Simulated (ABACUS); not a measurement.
The system is Ba2Tl5V3O12.

```
CELL_PARAMETERS angstrom
8.15421 0.00000 0.00000
-4.07711 7.06176 0.00000
0.00000 0.00000 6.92128
ATOMIC_POSITIONS crystal
Ba 0.00000 0.00000 0.23552
Ba 0.00000 0.00000 0.76448
V 0.50000 0.00000 0.00000
V 0.00000 0.50000 0.00000
V 0.50000 0.50000 0.00000
Tl 0.50000 0.00000 0.50000
Tl 0.00000 0.50000 0.50000
Tl 0.50000 0.50000 0.50000
Tl 0.33333 0.66667 0.22489
Tl 0.66667 0.33333 0.77511
O 0.33890 0.34334 0.81444
O 0.65666 0.99556 0.81444
O 0.00444 0.66110 0.81444
O 0.34334 0.33890 0.18556
O 0.99556 0.65666 0.18556
O 0.66110 0.00444 0.18556
O 0.66110 0.65666 0.18556
O 0.34334 0.00444 0.18556
O 0.99556 0.33890 0.18556
O 0.65666 0.66110 0.81444
O 0.00444 0.34334 0.81444
O 0.33890 0.99556 0.81444
```

The cell was built by a generator and needn't be a form met in nature.

Base run:

| Quantity | Value |
| --- | --- |
| Program | ABACUS 3.10.1 |
| Functional | PBE |
| Potentials or basis | PseudoDojo NC SR 0.4.1 PBE standard |
| Cutoff | 1143 eV |
| Density cutoff | 4572 eV |
| Basis | plane waves |
| k mesh | 4 × 4 × 4 |
| Occupations | fermi-dirac, width 0.05 eV |
| Spin | collinear spin, ferromagnetic start |
| Starting moments | [0.0, 0.0, 2.0, 2.0, 2.0, 0.0, 0.0, 0.0, 0.0, 0.0, 0.0, 0.0, 0.0, 0.0, 0.0, 0.0, 0.0, 0.0, 0.0, 0.0, 0.0, 0.0] μB |

Its results: band gap on the k mesh none (metal or under the smearing width); pressure 0.2 GPa; net moment 0.00 μB per cell; largest force 0.111 eV/Å.

Problem. The run is repeated on the same cell with these changes: cutoff from 1143 eV to 1361 eV; density cutoff from 4572 eV to 5442 eV; basis from plane waves to DZP LCAO (the cutoffs set its grid). What comes out?

Solution. Band gap on the k mesh none (metal or under the smearing width); pressure 1.6 GPa; net moment 0.00 μB per cell; largest force 0.236 eV/Å.

Caveats: this release of the barium file is off; semilocal functionals often make such compounds metallic where correlation or magnetic order opens a gap, which also shifts bond lengths; there are fewer bands than atomic start orbitals, so a level may be missed at k points of high symmetry (some runs); the atomic orbitals were generated for these runs and aren't a published set (some runs); the basis of atomic orbitals isn't converged, which shifts pressures, moduli and gaps (some runs).
